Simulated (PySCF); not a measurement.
# B2FH4N: the cost of one run

The runs use PySCF 2.14.0, with density-fitted response routines of our own; the level of theory stands in each step. All values are computed, except where a source is named. Atoms are numbered from 0 throughout.

## Step 1: Starting geometry

8 atoms, charge 0, multiplicity 1; geometry from: PBE0-D3(BJ)/def2-SVP.

Bonds of the start (Å): B0–N1 1.41, N1–B2 1.42, B2–F3 1.33, B0–H4 1.21, B0–H5 1.21, N1–H6 1.02, B2–H7 1.20.

## Step 2: Indirect couplings: B3LYP/def2-TZVP

What the job is given:

```
{"job": {"kind": "j", "xc": "B3LYP", "basis": "def2-TZVP"}, "charge": 0, "multiplicity": 1}
B      1.185760     0.163855    -0.234063
N      0.036456    -0.643831    -0.393962
B     -1.252836    -0.366037     0.140721
F     -2.231757    -1.239200    -0.070171
H      2.233000    -0.190582    -0.721085
H      1.094323     1.193063     0.389712
H      0.127890    -1.510476    -0.918586
H     -1.476004     0.633638     0.774538
```

With the program's defaults for keys left out, this is: B3LYP/def2-TZVP indirect spin-spin coupling, non-relativistic, gas phase.

Run with:

```sh
OMP_NUM_THREADS=1 python probes_run.py task.json out
```

This one command runs all jobs of the session in turn.

**Question.** How long does this first job take on 1 thread of Arm Neoverse V1, shared host, and how much memory does it need?

About 12 s, with a peak of 0.65 GiB.
